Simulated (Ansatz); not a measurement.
# ClGaH4O2: the cost of one run

Method: RKS PBE0-D4/def2-SVP, in Ansatz 0.2.0.

## 1. Starting point

Bond lengths: Ga1–O2 2.140 Å, O2–H3 1.010 Å, Ga1–Cl4 2.240 Å, Ga1–O5 1.790 Å, O5–H6 1.010 Å. Angles: Ga1–O2–H3 109.5°, O2–Ga1–Cl4 120.0°, O2–Ga1–O5 120.0°, Cl4–Ga1–O5 120.0°, Ga1–O5–H6 109.5°.

Structure file:

```xyz
8

Ga    0.0000    0.0000    0.0000
O     0.0000    0.0000    2.1400
H    -0.9095   -0.2814    2.4771
Cl    1.9398    0.0000   -1.1200
O    -1.5501    0.0000   -0.8950
H    -2.0598   -0.8467   -0.6865
H     0.3988    1.7292    0.5897
H     0.3085    1.3378    1.5381
```

## 2. Pulling towards end A

Springs on the bonds that form and break draw the guess towards this end; the thresholds are loose.

input.yaml

```yaml
crystal:
  periodic: [false, false, false]
  atoms:
    - { symbol: Ga, position_ang: [0.0, 0.0, 0.0] }
    - { symbol: O, position_ang: [0.0, 0.0, 2.14] }
    - { symbol: H, position_ang: [-0.9095, -0.2814, 2.4771] }
    - { symbol: Cl, position_ang: [1.9398, 0.0, -1.12] }
    - { symbol: O, position_ang: [-1.5501, 0.0, -0.895] }
    - { symbol: H, position_ang: [-2.0598, -0.8467, -0.6865] }
    - { symbol: H, position_ang: [0.3988, 1.7292, 0.5897] }
    - { symbol: H, position_ang: [0.3085, 1.3378, 1.5381] }
basis:
  gaussian: { orbitals: def2-SVP }
hamiltonian:
  xc: pbe0
  dispersion: d4
relax:
  f_tol: 0.15
  max_steps: 25
  restrain:
    - { distance: [0, 6], at: 2.77, k: 30.0 }
    - { distance: [7, 1], at: 2.21, k: 30.0 }
    - { distance: [0, 1], at: 1.79, k: 30.0 }
    - { distance: [7, 6], at: 0.66, k: 30.0 }
output:
  orbitals: {}
```

Command:

```bash
ansatz run input.yaml --threads 2 --pin off --max-ram 3072MiB --backend cpu --events-out ev --progress --plain --runs-dir out
```

What time and memory should one allow on 2 threads of Intel Xeon 6975P-C (Granite Rapids), shared host?

About 17 s, with a peak of 0.23 GiB.
